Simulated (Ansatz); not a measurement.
# C3H7NO (dimethylformamide), step by step

Aim: a series of 88 runs (CCSD(T)/STO-3G, UCCSD(T)/STO-3G, UHF/STO-3G, CCSD(T)/3-21G, UCCSD(T)/3-21G, UHF/3-21G, CCSD(T)/6-31G, UCCSD(T)/6-31G, and more) of C3H7NO and its partners. Among other things, some runs vary the integration grid. 

The results are computed with Ansatz 0.2.0.

**1. The structure to begin with**

C3H7NO: 12 atoms, total charge 0, spin state singlet. As SMILES, `CN(C)C=O`. The shape is that of a PBE0-D4/def2-TZVP optimisation. This is one conformer, not always the lowest.

Bond lengths: C1–N2 1.439 Å, N2–C3 1.436 Å, N2–C4 1.353 Å, C4–O5 1.210 Å, C1–H6 1.088 Å, C1–H7 1.095 Å, C1–H8 1.095 Å, C3–H9 1.095 Å, C3–H10 1.091 Å, C3–H11 1.095 Å, C4–H12 1.107 Å. Some angles: C1–N2–C3 118.0°, C1–N2–C4 120.3°, C3–N2–C4 121.7°, N2–C4–O5 125.7°, N2–C1–H6 108.3°, N2–C1–H7 110.7°, N2–C1–H8 110.7°, N2–C3–H9 111.1°, N2–C3–H10 109.6°, N2–C3–H11 111.2°.

**2. The energy at CCSD(T)/STO-3G (start density atoms) (run 1)**

job.yaml reads:

```yaml
crystal:
  periodic: [false, false, false]
  atoms:
    - symbol: C
      position_ang: [-1.241570, -0.325000, 0.464820]
    - symbol: "N"
      position_ang: [0.012870, 0.145170, -0.061240]
    - symbol: C
      position_ang: [1.140280, -0.742280, -0.008870]
    - symbol: C
      position_ang: [0.110330, 1.387660, -0.586990]
    - symbol: O
      position_ang: [-0.789600, 2.192680, -0.668500]
    - symbol: H
      position_ang: [-1.979020, 0.466830, 0.346660]
    - symbol: H
      position_ang: [-1.146260, -0.577460, 1.525860]
    - symbol: H
      position_ang: [-1.577290, -1.217370, -0.073320]
    - symbol: H
      position_ang: [1.375440, -1.021620, 1.023860]
    - symbol: H
      position_ang: [2.013580, -0.250280, -0.439540]
    - symbol: H
      position_ang: [0.947230, -1.660410, -0.574230]
    - symbol: H
      position_ang: [1.134020, 1.602090, -0.948530]
basis:
  gaussian:
    orbitals: STO-3G
correlation:
  method: ccsd_t
  frozen_orbitals: {C: 1, H: 0, "N": 1, O: 1}
scf:
  omitted_lower_state_checks: [cluster_reference, increment]
```

On the command line:

```console
$ ansatz run job.yaml --threads 1 --pin off --max-ram 3480MiB --events-out events.jsonl --progress --plain --runs-dir runs
```

What it wrote:

```text
Warning: RAYON_NUM_THREADS=1 ignored (pool sized by the plan → 1); use --threads N
Functional definition: HF
  name "HF"
  exchange = exact_x
  correlation = 0
these checks for a lower state are left out or cut short: cluster_reference, increment
452 factors; integrals over basis functions are off by at most 2.9e-5 eV
mean field evaluation 1: about -6630.7146 eV, gradient 3.5e1 eV
mean field evaluation 2: about -6631.0106 eV, gradient 3.5e1 eV
mean field evaluation 4: about -6635.2762 eV, gradient 2.8e0 eV
mean field evaluation 8: about -6635.3418 eV, gradient 3.6e-2 eV
mean field -6635.33673132 eV, -243.8441272831 hartree, gradient 8.6e-7 eV, S^2 0.000000; 0 other end points of the search recorded, 0 dependent functions left out; unrestricted orbitals would lower it
5 core orbitals not correlated: weight in the atoms' cores, before any rotation towards them, 1.000 or more for the frozen orbitals, at most 0.000 for the correlated occupied ones
reference -6635.33673132 eV, -243.8441272831 hartree; 15, 15 occupied and 12, 12 virtual orbitals, 452 factors
second order -7.19837490 eV of doubles, -0.00000000 eV of singles
cycle   1  -8.15117086 eV  change   -9.5e-1 eV  update   1.0e-1
cycle   2  -8.65069180 eV  change   -5.0e-1 eV  update   3.3e-2
cycle   3  -8.79031626 eV  change   -1.4e-1 eV  update   1.4e-2
cycle   4  -8.80011468 eV  change   -9.8e-3 eV  update   3.0e-3
cycle   5  -8.80003351 eV  change    8.1e-5 eV  update   9.5e-4
cycle   6  -8.79933726 eV  change    7.0e-4 eV  update   2.7e-4
cycle   7  -8.79924136 eV  change    9.6e-5 eV  update   8.3e-5
cycle   8  -8.79923841 eV  change    3.0e-6 eV  update   3.4e-5
perturbative correction -0.20199790 eV, -0.0074232859 hartree
Total energy: -6644.33796762 eV, -244.1749166161 hartree
Checks for a lower state left out: cluster_reference, increment
```

Run time: 0.53 s. Hardware: 1 thread of Arm Neoverse V1, shared host.

**3. The C atom: a single-point energy at UCCSD(T)/STO-3G (start density atoms) (run 2)**

job.yaml reads:

```yaml
basis:
  gaussian:
    orbitals: STO-3G
crystal:
  periodic: [false, false, false]
  atoms:
    - symbol: C
      position_ang: [0.000000, 0.000000, 0.000000]
correlation:
  method: ccsd_t
  frozen_orbitals: {C: 1}
magnetization:
  spin_polarized: true
  initial_magnetization: 2
scf:
  omitted_lower_state_checks: [cluster_reference, increment]
```

Run the same way, it converges to -37.21862 Eh (log not shown).

Runs 3 to 84 aren't shown in full; the table further down has their settings and results.

**4. A single-point energy at HF/ANO-RCC-VDZP (sfX2C, start density atoms) (run 85)**

in.yaml reads:

```yaml
crystal:
  periodic: [false, false, false]
  atoms:
    - symbol: C
      position_ang: [-1.241570, -0.325000, 0.464820]
    - symbol: N
      position_ang: [0.012870, 0.145170, -0.061240]
    - symbol: C
      position_ang: [1.140280, -0.742280, -0.008870]
    - symbol: C
      position_ang: [0.110330, 1.387660, -0.586990]
    - symbol: O
      position_ang: [-0.789600, 2.192680, -0.668500]
    - symbol: H
      position_ang: [-1.979020, 0.466830, 0.346660]
    - symbol: H
      position_ang: [-1.146260, -0.577460, 1.525860]
    - symbol: H
      position_ang: [-1.577290, -1.217370, -0.073320]
    - symbol: H
      position_ang: [1.375440, -1.021620, 1.023860]
    - symbol: H
      position_ang: [2.013580, -0.250280, -0.439540]
    - symbol: H
      position_ang: [0.947230, -1.660410, -0.574230]
    - symbol: H
      position_ang: [1.134020, 1.602090, -0.948530]
basis:
  gaussian: {orbitals: ANO-RCC-VDZP.json}
hamiltonian: {xc: hf}
```

The basis set ANO-RCC-VDZP is read from a file made from the Basis Set Exchange's data (not shown).

On the command line:

```console
$ ansatz run in.yaml --threads 1 --pin off --max-ram 3480MiB --events-out events.jsonl --progress --plain --runs-dir runs
```

What it wrote:

```text
Warning: RAYON_NUM_THREADS=1 ignored (pool sized by the plan → 1); use --threads N
[... 4 set-up lines as earlier in the session ...]
1529 factors; their error is unknown
mean field evaluation 1: about -6722.7587 eV, gradient 4.0e1 eV
mean field evaluation 2: about -6725.3897 eV, gradient 2.6e1 eV
mean field evaluation 4: about -6726.6791 eV, gradient 1.8e0 eV
mean field evaluation 8: about -6726.6900 eV, gradient 9.1e-2 eV
mean field -6726.80405737 eV, -247.2054895167 hartree, gradient 1.1e-5 eV, S^2 0.000000; 0 other end points of the search recorded, 0 dependent functions left out
reference -6726.80405737 eV, -247.2054895167 hartree; 20, 20 occupied and 85, 85 virtual orbitals, 1529 factors
Total energy: -6726.80405737 eV, -247.2054895167 hartree
Relativity: scalar
```

Wall time 2.6 s (1 thread of Arm Neoverse V1, shared host); peak memory 0.19 GiB.

Runs 86 to 87 aren't shown in full; the table further down has their settings and results.

**5. The triplet: the energy at UHF/ANO-RCC-VTZP (sfX2C, start density atoms) (run 88)**

molecule.yaml reads:

```yaml
crystal:
  periodic: [false, false, false]
  atoms:
    - symbol: C
      position_ang: [-1.241570, -0.325000, 0.464820]
    - symbol: "N"
      position_ang: [0.012870, 0.145170, -0.061240]
    - symbol: C
      position_ang: [1.140280, -0.742280, -0.008870]
    - symbol: C
      position_ang: [0.110330, 1.387660, -0.586990]
    - symbol: O
      position_ang: [-0.789600, 2.192680, -0.668500]
    - symbol: H
      position_ang: [-1.979020, 0.466830, 0.346660]
    - symbol: H
      position_ang: [-1.146260, -0.577460, 1.525860]
    - symbol: H
      position_ang: [-1.577290, -1.217370, -0.073320]
    - symbol: H
      position_ang: [1.375440, -1.021620, 1.023860]
    - symbol: H
      position_ang: [2.013580, -0.250280, -0.439540]
    - symbol: H
      position_ang: [0.947230, -1.660410, -0.574230]
    - symbol: H
      position_ang: [1.134020, 1.602090, -0.948530]
basis:
  gaussian:
    orbitals: ANO-RCC-VTZP
magnetization:
  spin_polarized: true
  initial_magnetization: 2
hamiltonian:
  xc: hf
```

On the command line:

```console
$ ansatz run molecule.yaml --threads 1 --pin off --max-ram 3480MiB --events-out events.jsonl --progress --plain --runs-dir runs
```

What it wrote, cut to the lines that bear on the results:

```text
Warning: RAYON_NUM_THREADS=1 ignored (pool sized by the plan → 1); use --threads N
[... 2 set-up lines as earlier in the session ...]
[...]
1897 factors; their error is unknown
[...]
mean field -6722.92753264 eV, -247.0630298607 hartree, gradient 8.5e-6 eV, S^2 2.019600; 3 other end points of the search recorded, 0 dependent functions left out
reference -6722.92753264 eV, -247.0630298607 hartree; 21, 19 occupied and 227, 229 virtual orbitals, 1897 factors
Total energy: -6722.92753264 eV, -247.0630298607 hartree
Relativity: scalar
```

It took 2.9 min on 1 thread of Arm Neoverse V1, shared host; peak memory 1.2 GiB.

**6. All runs side by side**

| run | level | integration grid | frozen core orbitals | partner | energy (Eh) | wall time |
| --- | --- | --- | --- | --- | --- | --- |
| 1 | CCSD(T)/STO-3G (start density atoms) | – | 5 | base | -244.174917 | 0.53 s |
| 2 | UCCSD(T)/STO-3G (start density atoms) | – | 1 | atoms | -37.218621 | 0.08 s |
| 3 | UHF/STO-3G (start density atoms) | – | – | atoms | -0.466582 | 0.04 s |
| 4 | UCCSD(T)/STO-3G (start density atoms) | – | 1 | atoms | -53.719010 | 0.06 s |
| 5 | UCCSD(T)/STO-3G (start density atoms) | – | 1 | atoms | -73.804150 | 0.06 s |
| 6 | CCSD(T)/3-21G (start density atoms) | – | 5 | base | -246.163570 | 3.3 s |
| 7 | UCCSD(T)/3-21G (start density atoms) | – | 1 | atoms | -37.517454 | 0.16 s |
| 8 | UHF/3-21G (start density atoms) | – | – | atoms | -0.496199 | 0.04 s |
| 9 | UCCSD(T)/3-21G (start density atoms) | – | 1 | atoms | -54.137046 | 0.16 s |
| 10 | UCCSD(T)/3-21G (start density atoms) | – | 1 | atoms | -74.449712 | 0.22 s |
| 11 | CCSD(T)/6-31G (start density atoms) | – | 5 | base | -247.428351 | 4.2 s |
| 12 | UCCSD(T)/6-31G (start density atoms) | – | 1 | atoms | -37.715144 | 0.16 s |
| 13 | UHF/6-31G (start density atoms) | – | – | atoms | -0.498233 | 0.04 s |
| 14 | UCCSD(T)/6-31G (start density atoms) | – | 1 | atoms | -54.419024 | 0.19 s |
| 15 | UCCSD(T)/6-31G (start density atoms) | – | 1 | atoms | -74.838500 | 0.22 s |
| 16 | CCSD(T)/6-31G* (spherical functions, start density atoms) | – | 5 | base | -247.770664 | 12 s |
| 17 | UCCSD(T)/6-31G* (spherical functions, start density atoms) | – | 1 | atoms | -37.751275 | 0.21 s |
| 18 | UHF/6-31G* (spherical functions, start density atoms) | – | – | atoms | -0.498233 | 0.04 s |
| 19 | UCCSD(T)/6-31G* (spherical functions, start density atoms) | – | 1 | atoms | -54.472144 | 0.21 s |
| 20 | UCCSD(T)/6-31G* (spherical functions, start density atoms) | – | 1 | atoms | -74.894749 | 0.26 s |
| 21 | CCSD(T)/6-31G** (spherical functions, start density atoms) | – | 5 | base | -247.829692 | 27 s |
| 22 | UCCSD(T)/6-31G** (spherical functions, start density atoms) | – | 1 | atoms | -37.751275 | 0.16 s |
| 23 | UHF/6-31G** (spherical functions, start density atoms) | – | – | atoms | -0.498233 | 0.04 s |
| 24 | UCCSD(T)/6-31G** (spherical functions, start density atoms) | – | 1 | atoms | -54.472144 | 0.18 s |
| 25 | UCCSD(T)/6-31G** (spherical functions, start density atoms) | – | 1 | atoms | -74.894749 | 0.22 s |
| 26 | CCSD(T)/6-311G** (start density atoms) | – | 5 | base | -247.939024 | 61 s |
| 27 | UCCSD(T)/6-311G** (start density atoms) | – | 1 | atoms | -37.766668 | 0.2 s |
| 28 | UHF/6-311G** (start density atoms) | – | – | atoms | -0.499810 | 0.04 s |
| 29 | UCCSD(T)/6-311G** (start density atoms) | – | 1 | atoms | -54.491418 | 0.2 s |
| 30 | UCCSD(T)/6-311G** (start density atoms) | – | 1 | atoms | -74.933997 | 0.24 s |
| 31 | CCSD(T)/6-311+G** (start density atoms) | – | 5 | base | -247.949355 | 1.8 min |
| 32 | UCCSD(T)/6-311+G** (start density atoms) | – | 1 | atoms | -37.767643 | 0.22 s |
| 33 | UHF/6-311+G** (start density atoms) | – | – | atoms | -0.499810 | 0.04 s |
| 34 | UCCSD(T)/6-311+G** (start density atoms) | – | 1 | atoms | -54.493183 | 0.2 s |
| 35 | UCCSD(T)/6-311+G** (start density atoms) | – | 1 | atoms | -74.938151 | 0.28 s |
| 36 | B3LYP/def2-SVP (start density atoms) | 2,2,5 | – | base | -248.422820 | 2.5 s |
| 37 | UB3LYP/def2-SVP (start density atoms) | 2,2,5 | – | atoms | -37.823644 | 0.1 s |
| 38 | UB3LYP/def2-SVP (start density atoms) | 2,2,5 | – | atoms | -0.502050 | 0.08 s |
| 39 | UB3LYP/def2-SVP (start density atoms) | 2,2,5 | – | atoms | -54.550111 | 0.1 s |
| 40 | UB3LYP/def2-SVP (start density atoms) | 2,2,5 | – | atoms | -75.015426 | 0.1 s |
| 41 | B3LYP/def2-SVP (start density atoms) | 3,3,7 | – | base | -248.329913 | 2.5 s |
| 42 | UB3LYP/def2-SVP (start density atoms) | 3,3,7 | – | atoms | -37.813182 | 0.1 s |
| 43 | UB3LYP/def2-SVP (start density atoms) | 3,3,7 | – | atoms | -0.501309 | 0.08 s |
| 44 | UB3LYP/def2-SVP (start density atoms) | 3,3,7 | – | atoms | -54.536768 | 0.1 s |
| 45 | UB3LYP/def2-SVP (start density atoms) | 3,3,7 | – | atoms | -74.999228 | 0.1 s |
| 46 | B3LYP/def2-SVP (start density atoms) | 4,3,11 | – | base | -248.328025 | 1.8 s |
| 47 | UB3LYP/def2-SVP (start density atoms) | 4,3,11 | – | atoms | -37.814040 | 0.1 s |
| 48 | UB3LYP/def2-SVP (start density atoms) | 4,3,11 | – | atoms | -0.501252 | 0.08 s |
| 49 | UB3LYP/def2-SVP (start density atoms) | 4,3,11 | – | atoms | -54.537778 | 0.1 s |
| 50 | UB3LYP/def2-SVP (start density atoms) | 4,3,11 | – | atoms | -75.000479 | 0.1 s |
| 51 | B3LYP/def2-SVP (start density atoms) | 5,4,17 | – | base | -248.330422 | 1.8 s |
| 52 | UB3LYP/def2-SVP (start density atoms) | 5,4,17 | – | atoms | -37.814049 | 0.1 s |
| 53 | UB3LYP/def2-SVP (start density atoms) | 5,4,17 | – | atoms | -0.501259 | 0.06 s |
| 54 | UB3LYP/def2-SVP (start density atoms) | 5,4,17 | – | atoms | -54.537765 | 0.1 s |
| 55 | UB3LYP/def2-SVP (start density atoms) | 5,4,17 | – | atoms | -75.000729 | 0.1 s |
| 56 | B3LYP/def2-SVP (start density atoms) | 6,5,23 | – | base | -248.330109 | 2 s |
| 57 | UB3LYP/def2-SVP (start density atoms) | 6,5,23 | – | atoms | -37.814060 | 0.1 s |
| 58 | UB3LYP/def2-SVP (start density atoms) | 6,5,23 | – | atoms | -0.501259 | 0.08 s |
| 59 | UB3LYP/def2-SVP (start density atoms) | 6,5,23 | – | atoms | -54.537782 | 0.1 s |
| 60 | UB3LYP/def2-SVP (start density atoms) | 6,5,23 | – | atoms | -75.000764 | 0.1 s |
| 61 | B3LYP/def2-SVP (start density atoms) | 8,7,29 | – | base | -248.330083 | 2.3 s |
| 62 | UB3LYP/def2-SVP (start density atoms) | 8,7,29 | – | atoms | -37.814061 | 0.12 s |
| 63 | UB3LYP/def2-SVP (start density atoms) | 8,7,29 | – | atoms | -0.501259 | 0.08 s |
| 64 | UB3LYP/def2-SVP (start density atoms) | 8,7,29 | – | atoms | -54.537782 | 0.2 s |
| 65 | UB3LYP/def2-SVP (start density atoms) | 8,7,29 | – | atoms | -75.000759 | 0.16 s |
| 66 | B3LYP/def2-SVP (start density atoms) | 12,10,35 | – | base | -248.330083 | 3.6 s |
| 67 | UB3LYP/def2-SVP (start density atoms) | 12,10,35 | – | atoms | -37.814061 | 0.16 s |
| 68 | UB3LYP/def2-SVP (start density atoms) | 12,10,35 | – | atoms | -0.501259 | 0.08 s |
| 69 | UB3LYP/def2-SVP (start density atoms) | 12,10,35 | – | atoms | -54.537782 | 0.14 s |
| 70 | UB3LYP/def2-SVP (start density atoms) | 12,10,35 | – | atoms | -75.000759 | 0.14 s |
| 71 | B3LYP/def2-SVP (start density atoms) | 16,14,47 | – | base | -248.330085 | 5.7 s |
| 72 | UB3LYP/def2-SVP (start density atoms) | 16,14,47 | – | atoms | -37.814061 | 0.22 s |
| 73 | UB3LYP/def2-SVP (start density atoms) | 16,14,47 | – | atoms | -0.501259 | 0.1 s |
| 74 | UB3LYP/def2-SVP (start density atoms) | 16,14,47 | – | atoms | -54.537782 | 0.22 s |
| 75 | UB3LYP/def2-SVP (start density atoms) | 16,14,47 | – | atoms | -75.000759 | 0.22 s |
| 76 | B3LYP/def2-SVP (start density atoms) | 24,20,59 | – | base | -248.330085 | 9.9 s |
| 77 | UB3LYP/def2-SVP (start density atoms) | 24,20,59 | – | atoms | -37.814061 | 0.34 s |
| 78 | UB3LYP/def2-SVP (start density atoms) | 24,20,59 | – | atoms | -0.501259 | 0.14 s |
| 79 | UB3LYP/def2-SVP (start density atoms) | 24,20,59 | – | atoms | -54.537782 | 0.38 s |
| 80 | UB3LYP/def2-SVP (start density atoms) | 24,20,59 | – | atoms | -75.000759 | 0.38 s |
| 81 | HF/ANO-RCC-MB (sfX2C, start density atoms) | – | – | base | -246.793464 | 4.5 s |
| 82 | UHF/ANO-RCC-MB (sfX2C, start density atoms) | – | – | triplet | -246.658539 | 5.4 s |
| 83 | HF/ANO-RCC-VDZ (sfX2C, start density atoms) | – | – | base | -247.058005 | 5.1 s |
| 84 | UHF/ANO-RCC-VDZ (sfX2C, start density atoms) | – | – | triplet | -246.905599 | 9 s |
| 85 | HF/ANO-RCC-VDZP (sfX2C, start density atoms) | – | – | base | -247.205490 | 2.6 s |
| 86 | UHF/ANO-RCC-VDZP (sfX2C, start density atoms) | – | – | triplet | -247.040578 | 26 s |
| 87 | HF/ANO-RCC-VTZP (sfX2C, start density atoms) | – | – | base | -247.224454 | 10 s |
| 88 | UHF/ANO-RCC-VTZP (sfX2C, start density atoms) | – | – | triplet | -247.063030 | 2.9 min |

Convergence of the vertical energy of the triplet above the singlet of singlet C3H7NO with the basis set, against the last point:

| basis set | from the last (eV) | wall time |
| --- | --- | --- |
| ANO-RCC-MB | -0.7211 | 9.9 s |
| ANO-RCC-VDZ | -0.2454 | 14 s |
| ANO-RCC-VDZP | +0.0949 | 28 s |
| ANO-RCC-VTZP | +0.0000 | 3.1 min |

Convergence of the total energy of singlet C3H7NO with the basis set, against the last point:

| basis set | from the last (mEh) | wall time |
| --- | --- | --- |
| ANO-RCC-MB | +430.990 | 4.5 s |
| ANO-RCC-VDZ | +166.449 | 5.1 s |
| ANO-RCC-VDZP | +18.964 | 2.6 s |
| ANO-RCC-VTZP | +0.000 | 10 s |

**7. Summary of results**

```
                                                                         quantity          value
                                                    triplet, run 88: total energy  -247.06303 Eh
                                                            triplet, run 88: ⟨S²⟩          2.020
   electronic atomisation energy, B3LYP/def2-SVP (run 36, integration grid 2,2,5)      50.940 eV
  electronic atomisation energy, B3LYP/def2-SVP (run 46, integration grid 4,3,11)      50.039 eV
  electronic atomisation energy, B3LYP/def2-SVP (run 56, integration grid 6,5,23)      50.085 eV
electronic atomisation energy, B3LYP/def2-SVP (run 66, integration grid 12,10,35)      50.084 eV
electronic atomisation energy, B3LYP/def2-SVP (run 71, integration grid 16,14,47)      50.084 eV
                  vertical energy of the triplet above the singlet, HF/ANO-RCC-MB       3.672 eV
                 vertical energy of the triplet above the singlet, HF/ANO-RCC-VDZ       4.147 eV
                vertical energy of the triplet above the singlet, HF/ANO-RCC-VTZP       4.393 eV
```

For the vertical energy of the triplet above the singlet of singlet C3H7NO to stay within 0.1 eV of the last point, ANO-RCC-VDZP is the first point of the series from which all later ones do (28 s against 3.1 min). In run 1 the log says that unrestricted orbitals would lower the reference, so the values rest on an unstable closed-shell determinant (other closed-shell runs at this shape may share the fault). In runs 1, 2, 3, 4, 5, 81, 82 the basis is minimal, so the values are rough. All runs together took 8.2 min, the longest 2.9 min.
